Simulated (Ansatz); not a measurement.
**InH3+ (doublet): the correlation ladder at angle H3–In1–H4 = 180.0°, def2-SVP**

How much of the correlation energy of InH3+ (doublet) does each wave-function method recover here?

The runs use Ansatz 0.2.0, Gaussian basis; def2-SVP, core rule «outside noble gas», up to 9 orbitals frozen.

Plan: UHF; CCSD(T) on ROHF; CCSD(T) on UHF; BCCD(T) on ROHF; CISD; CCSDT(Q) on ROHF; CCSDT(Q) on UHF; CASSCF and MRCISD+Q, 3 electrons in 3 orbitals; CASSCF and NEVPT2, 3 electrons in 3 orbitals; Full CI.

32 further runs of the same task are left out: 16 for a known fault of the program, 2 for a mislabelled method, 11 that didn't finish, 3 set aside as unsound or not needed.

### Step 1. The geometry

The geometry derives from a PBE0/def2-TZVP stationary point (not a proven minimum). One angle is set to the value named; bond lengths are kept. No spin-orbit coupling is included. Elements past krypton take def2 core potentials.

4 atoms, charge 1, spin multiplicity 2.

Atoms are counted from 1 here; the program's logs count them from 0.

Bond lengths: In1–H3 1.669 Å, In1–H4 1.668 Å. Angles: H3–In1–H4 180.0°.

### Step 2. UHF

File in.yaml:

```yaml
crystal:
  periodic: [false, false, false]
  atoms:
    - {symbol: In, position_ang: [0.000000, -0.020116, 0.000591]}
    - {symbol: H, position_ang: [0.000000, 2.331723, -0.068397]}
    - {symbol: H, position_ang: [0.000000, -0.068144, -1.667226]}
    - {symbol: H, position_ang: [0.000000, 0.027908, 1.668283]}
basis:
  gaussian: {orbitals: def2-SVP}
total_charge: 1
magnetization: {spin_polarized: true, initial_magnetization: 1}
hamiltonian: {xc: hf}
output: {orbitals: {seedname: orbitals}}
```

Run with:

```bash
$ ansatz run in.yaml --threads 1 --pin off --events-out ev --progress --plain --max-ram 2393MiB
```

Further steps of the session: CCSD(T) on ROHF; CCSD(T) on UHF; BCCD(T) on ROHF; CISD; CCSDT(Q) on ROHF; CCSDT(Q) on UHF; CASSCF and MRCISD+Q, 3 electrons in 3 orbitals; CASSCF and NEVPT2, 3 electrons in 3 orbitals; Full CI.

Q: Predict the results of all the runs planned. Wanted: FCI below the RHF energy; RMP2 from FCI; UMP2 from FCI; RCCSD from FCI; RCCSD(T) from FCI; UCCSD(T) from FCI; RCCSDT(Q) from FCI; UCCSDT(Q) from FCI; NEVPT2 pair from FCI.

**Answer**, as computed:

| quantity | value |
| --- | --- |
| FCI below the RHF energy | -1.7659 eV |
| RMP2 from FCI | +471.6 meV |
| UMP2 from FCI | +468.1 meV |
| RCCSD from FCI | +27.7 meV |
| RCCSD(T) from FCI | +8.4 meV |
| UCCSD(T) from FCI | +7.6 meV |
| RCCSDT(Q) from FCI | -0.4 meV |
| UCCSDT(Q) from FCI | -1.1 meV |
| NEVPT2 pair from FCI | +413.4 meV |
| MRCISD+Q pair from FCI | -16.7 meV |
| levels within 1 kcal/mol (43 meV) | RCCSD, UCCSD, RCCSD(T), UCCSD(T), BCCD(T), RCCSDT, UCCSDT, RCCSDT(Q), UCCSDT(Q), MRCISD pair, MRCISD+Q pair |
| T1 diagnostic | 0.016 |
| effectively unpaired electrons | 1.03 |

**Reading.** RCCSD(T) misses by +8.4 meV, 0.5 % of the correlation energy. MRCISD+Q pair falls below full CI: the +Q correction isn't variational, and the cores differ from full CI's. One determinant dominates. Of the multireference levels listed MRCISD+Q pair comes nearest in total energy (-16.7 meV), which doesn't show that its space is the better one. These misses are within one basis, not against nature; the frozen cores of restricted and unrestricted runs differ, which can shift their rows.
